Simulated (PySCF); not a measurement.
# F4Pb2 (Pb2(F)2(F)2): the cost of one run

Computed with PySCF 2.14.0. Level: several levels, as the steps say, no spin–orbit coupling.

4 further runs of the same task are left out: 2 for a known fault of the program, 1 that didn't finish, 1 set aside as unsound or not needed.

## Step 1: The system as given

6 atoms, charge 0, spin multiplicity 1.

Bond lengths: Pb1–F3 2.249 Å, Pb1–F4 2.249 Å, Pb1–F5 2.050 Å, Pb2–F3 2.249 Å, Pb2–F4 2.249 Å, Pb2–F6 2.050 Å. Angles: F3–Pb1–F4 72.4°, F3–Pb1–F5 93.3°, F4–Pb1–F5 93.3°, F3–Pb2–F4 72.4°, F3–Pb2–F6 93.3°, F4–Pb2–F6 93.3°, Pb1–F3–Pb2 106.6°, Pb1–F4–Pb2 106.6°.

Coordinates:

```
Pb    0.0000   -0.4659    1.8039
Pb    0.0000   -0.4659   -1.8039
F     1.3282   -0.6688    0.0000
F    -1.3282   -0.6688    0.0000
F     0.0000    1.5819    1.7194
F     0.0000    1.5819   -1.7194
```

Formal oxidation states: Pb +2. An earlier session relaxed this geometry at r2SCAN, Pb def2-SVP with ECP60, F def2-SVP (singlet, point group C2v).

At r2SCAN on the finer grid: E = -785.011593 Eh, HOMO -7.29 eV, LUMO -2.21 eV, Mulliken charge on Pb1 +0.94 e, largest force component 0.048 eV/Å. 

Levels to run: TPSSh; BLYP; BP86; revPBE; r2SCAN, TZVP; r2SCAN, x2c-SVP. Hardware: 2 threads of Arm Neoverse V2, shared host.

## Step 2: TPSSh

Contents of run.py (the lines that set the calculation):

```python
mol = gto.M(atom='''
Pb     0.00000    -0.46586     1.80395
Pb     0.00000    -0.46586    -1.80395
F      1.32823    -0.66883     0.00000
F     -1.32823    -0.66883     0.00000
F      0.00000     1.58192     1.71942
F      0.00000     1.58192    -1.71942''',
    basis={'Pb': 'def2-SVP', 'F': 'def2-SVP'},
    ecp={'Pb': 'def2-SVP'},
    charge=0, spin=0)
mf = dft.RKS(mol, xc='TPSSH')
mf.grids.atom_grid = (75, 302)
mf = mf.density_fit()  # fitting sets: Pb def2-universal-JKFIT, F def2-universal-JKFIT
mf.conv_tol = 1e-08; mf.max_cycle = 55
mf.kernel(dm0)  # dm0: the density of the relaxed state
```

Command:

```sh
$ OMP_NUM_THREADS=2 python run.py
```

**Question.** How long does this run take on 2 threads of Arm Neoverse V2, shared host?

About 7.8 s.
